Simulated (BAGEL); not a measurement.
# C2H5OSi (SMILES [CH2][SiH2]C=O): UHF/6-31G(d) (density fitting with qzvpp-jkfit, spherical functions)

Aim: the vertical doublet–quartet gap of C2H5OSi at UHF/6-31G* (density fitting with qzvpp-jkfit, spherical functions), from 2 runs. 

The results are computed with BAGEL 1.2.2.

### 1 The system as given

C2H5OSi: 9 atoms, total charge 0, spin state doublet. As SMILES, `[CH2][SiH2]C=O`. Geometry: relaxed at GFN2-xTB.

Bond lengths: C1–Si2 1.823 Å, Si2–C3 1.945 Å, C3–O4 1.199 Å, C1–H5 1.077 Å, C1–H6 1.077 Å, Si2–H7 1.465 Å, Si2–H8 1.459 Å, C3–H9 1.109 Å. Some angles: C1–Si2–C3 101.4°, Si2–C3–O4 123.8°, C1–Si2–H7 114.4°, C1–Si2–H8 115.1°, C3–Si2–H7 104.5°, C3–Si2–H8 106.7°, Si2–C1–H5 122.1°, Si2–C1–H6 122.6°, Si2–C3–H9 116.0°, O4–C3–H9 120.1°.

### 2 A single-point energy at UHF/6-31G(d) (density fitting with qzvpp-jkfit, spherical functions)

The input, hf.json:

```json
{ "bagel": [

{
  "title": "molecule",
  "basis": "6-31gs.json",
  "df_basis": "qzvpp-jkfit",
  "angstrom": true,
  "geometry": [
    { "atom": "C", "xyz": [      -0.840950,       1.246430,      -0.234980 ] },
    { "atom": "Si", "xyz": [      -0.166810,      -0.109440,       0.780320 ] },
    { "atom": "C", "xyz": [       0.929090,      -1.054550,      -0.518910 ] },
    { "atom": "O", "xyz": [       0.554850,      -2.011410,      -1.136000 ] },
    { "atom": "H", "xyz": [      -1.721380,       1.123830,      -0.842990 ] },
    { "atom": "H", "xyz": [      -0.305060,       2.164730,      -0.406880 ] },
    { "atom": "H", "xyz": [       0.777440,       0.320550,       1.814680 ] },
    { "atom": "H", "xyz": [      -1.153120,      -1.065720,       1.271170 ] },
    { "atom": "H", "xyz": [       1.925940,      -0.614400,      -0.726420 ] }
  ]
},

{ "title": "uhf", "charge": 0, "nopen": 1 },

{ "title": "print", "file": "orbitals.molden", "orbitals": true }

]}
```

The basis set 6-31G* is read from a file made from the Basis Set Exchange's data (not shown).

Launch:

```sh
BAGEL_NUM_THREADS=1 BAGEL hf.json > hf.out
```

Output:

```text
* using 1 threads per process

  ===============================================================
  ===============================================================

  *** Geometry ***

  { "atom" : "C", "xyz" : [     -1.589165,      2.355411,     -0.444048 ] },
  { "atom" : "Si", "xyz" : [     -0.315225,     -0.206812,      1.474591 ] },
  { "atom" : "C", "xyz" : [      1.755726,     -1.992811,     -0.980598 ] },
  { "atom" : "O", "xyz" : [      1.048515,     -3.801014,     -2.146729 ] },
  { "atom" : "H", "xyz" : [     -3.252937,      2.123731,     -1.593020 ] },
  { "atom" : "H", "xyz" : [     -0.576480,      4.090747,     -0.768892 ] },
  { "atom" : "H", "xyz" : [      1.469149,      0.605752,      3.429248 ] },
  { "atom" : "H", "xyz" : [     -2.179081,     -2.013919,      2.402163 ] },
  { "atom" : "H", "xyz" : [      3.639499,     -1.161048,     -1.372735 ] },

  Number of auxiliary basis functions:      445

  Since a DF basis is specified, we compute 2- and 3-index integrals:
    o Being stored without compression. Storage requirement is 0.017 GB

  Number of basis functions:       70
  Number of electrons      :       39

    * METHOD: MOLECULE                             0.31

  *** Open-shell HF ***

  === Nuclear Repulsion ===
   146.4129824155

      * DIIS with orbital gradients will be used.

  === UHF iteration (6-31gs.json) ===
      0       -442.11530939          0.04491580           0.12
      1       -442.23048404          0.03691311           0.12
      2       -442.28008970          0.02917831           0.12
      3       -442.35027144          0.00211088           0.12
      4       -442.35238512          0.00079123           0.12
      5       -442.35283817          0.00035050           0.12
      6       -442.35296309          0.00009929           0.12
      7       -442.35299161          0.00004513           0.12
      8       -442.35300395          0.00002672           0.12
      9       -442.35301208          0.00001575           0.12
     10       -442.35301770          0.00000897           0.12
     11       -442.35302045          0.00000484           0.12
     12       -442.35302189          0.00000366           0.12
     13       -442.35302318          0.00000309           0.12
     14       -442.35302476          0.00000267           0.12
     15       -442.35302620          0.00000236           0.12
     16       -442.35302781          0.00000205           0.12
     17       -442.35302898          0.00000172           0.12
     18       -442.35302986          0.00000157           0.12
     19       -442.35303028          0.00000138           0.12
     20       -442.35303057          0.00000129           0.12
     21       -442.35303115          0.00000093           0.12
     22       -442.35303145          0.00000057           0.12
     23       -442.35303152          0.00000048           0.12
     24       -442.35303155          0.00000039           0.12
     25       -442.35303156          0.00000029           0.12
     26       -442.35303158          0.00000020           0.12
     27       -442.35303159          0.00000017           0.12
     28       -442.35303160          0.00000015           0.13
     29       -442.35303160          0.00000013           0.13
     30       -442.35303161          0.00000011           0.12
     31       -442.35303161          0.00000009           0.13
     32       -442.35303162          0.00000007           0.13
     33       -442.35303162          0.00000005           0.13
     34       -442.35303162          0.00000003           0.12
     35       -442.35303162          0.00000002           0.12
     36       -442.35303162          0.00000001           0.12
    * SCF iteration converged.

    * S^2 (UHF) is 0.7662

    * Permanent dipole moment:
           (   -0.008203,    -1.120993,    -0.530174) a.u.

    * METHOD: UHF                                  4.77

    * METHOD: PRINT                                0.02

  ===============================================================
```

Run time: 5.4 s. Hardware: 1 thread of Arm Neoverse N1, shared host; peak memory 0.094 GiB.

### 3 The quartet

The input, input.json:

```json
{ "bagel" : [

{
  "title" : "molecule",
  "basis" : "6-31gs.json",
  "df_basis" : "qzvpp-jkfit",
  "angstrom" : true,
  "geometry" : [
    { "atom" : "C", "xyz" : [      -0.840950,       1.246430,      -0.234980 ] },
    { "atom" : "Si", "xyz" : [      -0.166810,      -0.109440,       0.780320 ] },
    { "atom" : "C", "xyz" : [       0.929090,      -1.054550,      -0.518910 ] },
    { "atom" : "O", "xyz" : [       0.554850,      -2.011410,      -1.136000 ] },
    { "atom" : "H", "xyz" : [      -1.721380,       1.123830,      -0.842990 ] },
    { "atom" : "H", "xyz" : [      -0.305060,       2.164730,      -0.406880 ] },
    { "atom" : "H", "xyz" : [       0.777440,       0.320550,       1.814680 ] },
    { "atom" : "H", "xyz" : [      -1.153120,      -1.065720,       1.271170 ] },
    { "atom" : "H", "xyz" : [       1.925940,      -0.614400,      -0.726420 ] }
  ]
},

{
  "title" : "uhf",
  "nopen" : 3
},

{
  "title" : "print",
  "file" : "orbitals.molden",
  "orbitals" : true
}

]}
```

The basis set 6-31G* is read from a file made from the Basis Set Exchange's data (not shown).

Launch:

```sh
BAGEL_NUM_THREADS=1 BAGEL input.json > input.out
```

Output:

```text
* using 1 threads per process

  ===============================================================
  ===============================================================

  *** Geometry ***

  { "atom" : "C", "xyz" : [     -1.589165,      2.355411,     -0.444048 ] },
  { "atom" : "Si", "xyz" : [     -0.315225,     -0.206812,      1.474591 ] },
  { "atom" : "C", "xyz" : [      1.755726,     -1.992811,     -0.980598 ] },
  { "atom" : "O", "xyz" : [      1.048515,     -3.801014,     -2.146729 ] },
  { "atom" : "H", "xyz" : [     -3.252937,      2.123731,     -1.593020 ] },
  { "atom" : "H", "xyz" : [     -0.576480,      4.090747,     -0.768892 ] },
  { "atom" : "H", "xyz" : [      1.469149,      0.605752,      3.429248 ] },
  { "atom" : "H", "xyz" : [     -2.179081,     -2.013919,      2.402163 ] },
  { "atom" : "H", "xyz" : [      3.639499,     -1.161048,     -1.372735 ] },

  Number of auxiliary basis functions:      445

  Since a DF basis is specified, we compute 2- and 3-index integrals:
    o Being stored without compression. Storage requirement is 0.017 GB

  Number of basis functions:       70
  Number of electrons      :       39

    * METHOD: MOLECULE                             0.31

  *** Open-shell HF ***

  === Nuclear Repulsion ===
   146.4129824155

      * DIIS with orbital gradients will be used.

  === UHF iteration (6-31gs.json) ===
      0       -442.02023455          0.04030970           0.12
      1       -442.14468717          0.03208626           0.12
      2       -442.19728831          0.02385052           0.12
      3       -442.25652529          0.00330595           0.12
      4       -442.26367082          0.00233581           0.12
      5       -442.26812106          0.00142412           0.12
      6       -442.27019345          0.00047836           0.12
      7       -442.27029739          0.00021897           0.12
      8       -442.27034679          0.00013535           0.12
      9       -442.27037050          0.00005006           0.12
     10       -442.27037324          0.00001743           0.12
     11       -442.27037347          0.00001023           0.12
     12       -442.27037356          0.00000663           0.12
     13       -442.27037362          0.00000306           0.12
     14       -442.27037363          0.00000187           0.12
     15       -442.27037363          0.00000128           0.12
     16       -442.27037364          0.00000094           0.12
     17       -442.27037364          0.00000061           0.12
     18       -442.27037364          0.00000042           0.12
     19       -442.27037364          0.00000028           0.12
     20       -442.27037364          0.00000015           0.12
     21       -442.27037364          0.00000009           0.12
     22       -442.27037364          0.00000005           0.12
     23       -442.27037364          0.00000003           0.12
     24       -442.27037364          0.00000002           0.12
     25       -442.27037364          0.00000001           0.12
    * SCF iteration converged.

    * S^2 (UHF) is 3.7806

    * Permanent dipole moment:
           (    0.030866,    -0.761390,    -0.232468) a.u.

    * METHOD: UHF                                  3.36

    * METHOD: PRINT                                0.02

  ===============================================================
```

It took 3.9 s on 1 thread of Arm Neoverse N1, shared host; peak memory 0.094 GiB.

### 4 Results

Level: UHF/6-31G* (density fitting with qzvpp-jkfit, spherical functions).

| quantity | value |
| --- | --- |
| doublet: total energy | -442.35303 Eh |
| doublet: dipole moment | 3.15 D |
| doublet: ⟨S²⟩ | 0.766 |
| quartet: total energy | -442.27037 Eh |
| quartet: dipole moment | 2.02 D |
| quartet: ⟨S²⟩ | 3.781 |
| vertical energy of the quartet above the doublet | 2.249 eV |

What this shows: At this shape the quartet lies 2.25 eV (217 kJ/mol) above the doublet.
